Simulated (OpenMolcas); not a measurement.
# B97-1/def2-SV(P) (core potential) run of SnS (SMILES [S][Sn])

What is the energy change on altering one bond length of SnS at B97-1/def2-SV(P) (core potential)? 

Program for the calculation: OpenMolcas 26.06.

**1. The molecule**

SnS: 2 atoms, total charge 0, spin state singlet. SMILES: `[S][Sn]`. Geometry: the measured bond length.

Bond lengths: S1–Sn2 2.209 Å.

**2. Energy and gradient at B97-1/def2-SV(P) (core potential)**

File job.input:

```
>>> EXPORT MOLCAS_PRINT=2

&GATEWAY
  BASLIB
  $CurrDir
  COORD
  2
  angstrom
  S        0.000000       0.000000       0.000000
  Sn       0.000000       0.000000       2.209026
  BASIS
  def2-SVP
  GROUP
  NoSym

&SEWARD

&SCF
  KSDFT
  HYB_GGA_XC_B97_1
  PRORBITALS
  1 1

&ALASKA
```

The basis set def2-SV(P) is read from a file made from the Basis Set Exchange's data (not shown).

The run is started by

```bash
$ export MOLCAS_MEM=1860
$ pymolcas job.input > job.log
```

Standard output:

```text
--- Start Module: gateway ---
[...]
--- Stop Module: gateway /rc=_RC_ALL_IS_WELL_ ---
[...]
      Basis functions           44
[...]
--- Start Module: scf ---
[...]
       Convergence after  13 Iterations
[...]
::    Total KS-DFT energy                            -612.3555705293
[...]
      Total spin, S                                     0.0000000000
[...]
      Total electronic charge=   38.000000
      Total            charge=   -0.000000
[...]
      Dipole Moment (debye):
      Origin of the operator (angstrom)=    0.0000    0.0000    1.7440
                   X=  2.4718E-15               Y=  1.2095E-15               Z=  3.0287E+00           Total=  3.0287E+00
      Quadrupole Moment (debye*angstrom):
[...]
--- Stop Module: scf /rc=_RC_ALL_IS_WELL_ ---
[...]
--- Start Module: alaska ---
[...]
 *              Molecular gradients               *
 **************************************************
  Irreducible representation: a
 ------------------------------------------------------------------------------------------
                              X                       Y                       Z
 ------------------------------------------------------------------------------------------
  S1               -6.46010072616542E-16   -2.41499226426161E-16    1.33736440736492E-02
  SN2               6.44739470256101E-16    2.42109169557522E-16   -1.33736440736349E-02
 ------------------------------------------------------------------------------------------
--- Stop Module: alaska /rc=_RC_ALL_IS_WELL_ ---
[...]
```

Wall time 3.3 s (1 thread of Arm Neoverse V2, shared host); peak memory 0.38 GiB.

**3. The distorted shape, same level**

File job.input:

```
* SSn Kohn-Sham DFT

&GATEWAY
  BasLib=$CurrDir
  Coord
  2
  angstrom
  S        0.000000       0.000000      -0.220874
  Sn       0.000000       0.000000       2.209026
  Basis=def2-SVP
  Group=NoSym

&SEWARD

&SCF
  KSDFT=HYB_GGA_XC_B97_1
  PrOrbitals=1 1

&ALASKA
```

The basis set def2-SV(P) is read from a file made from the Basis Set Exchange's data (not shown).

The run is started by

```bash
$ export MOLCAS_MEM=1860
$ pymolcas job.input > job.log
```

Standard output:

```text
--- Start Module: gateway ---
[...]
--- Stop Module: gateway /rc=_RC_ALL_IS_WELL_ ---
[...]
      Basis functions           44
[...]
--- Start Module: scf ---
[...]
       Convergence after  16 Iterations
[...]
::    Total KS-DFT energy                            -612.3443990944
[...]
      Total spin, S                                     0.0000000000
[...]
      Total electronic charge=   38.000000
      Total            charge=   -0.000000
[...]
      Dipole Moment (debye):
      Origin of the operator (angstrom)=    0.0000    0.0000    1.6975
                   X= -4.1988E-16               Y=  1.5845E-15               Z=  3.8892E+00           Total=  3.8892E+00
      Quadrupole Moment (debye*angstrom):
[...]
--- Stop Module: scf /rc=_RC_ALL_IS_WELL_ ---
[...]
--- Start Module: alaska ---
[...]
 *              Molecular gradients               *
 **************************************************
  Irreducible representation: a
 ------------------------------------------------------------------------------------------
                              X                       Y                       Z
 ------------------------------------------------------------------------------------------
  S1                4.18153806823538E-17   -2.81748706222755E-16   -5.64991757636264E-02
  SN2              -4.35076466318495E-17    2.81471355872088E-16    5.64991757636264E-02
 ------------------------------------------------------------------------------------------
--- Stop Module: alaska /rc=_RC_ALL_IS_WELL_ ---
[...]
```

It took 3.3 s on 1 thread of Arm Neoverse V2, shared host; peak memory 0.38 GiB.

**4. What came out**

Level: B97-1/def2-SV(P) (core potential).

| quantity | value |
| --- | --- |
| first shape: total energy | -612.35557 Eh |
| first shape: dipole moment | 3.03 D |
| first shape: HOMO energy | -7.00 eV |
| first shape: LUMO energy | -2.39 eV |
| first shape: HOMO–LUMO gap | 4.62 eV |
| first shape: largest force on an atom | 0.688 eV/Å |
| distorted shape: total energy | -612.34440 Eh |
| distorted shape: dipole moment | 3.89 D |
| distorted shape: HOMO energy | -6.50 eV |
| distorted shape: LUMO energy | -2.79 eV |
| distorted shape: HOMO–LUMO gap | 3.70 eV |
| distorted shape: largest force on an atom | 2.905 eV/Å |
| energy change with the S1–Sn2 bond stretched from 2.209 to 2.430 Å | 0.304 eV |

What this shows: With the S1–Sn2 bond stretched from 2.209 to 2.430 Å the energy rises by 0.30 eV (7.0 kcal/mol). The first shape isn't relaxed at this level, so the change isn't measured from a minimum. The largest force (first shape) is 0.69 eV/Å: the shape isn't a stationary point for this species at this level.
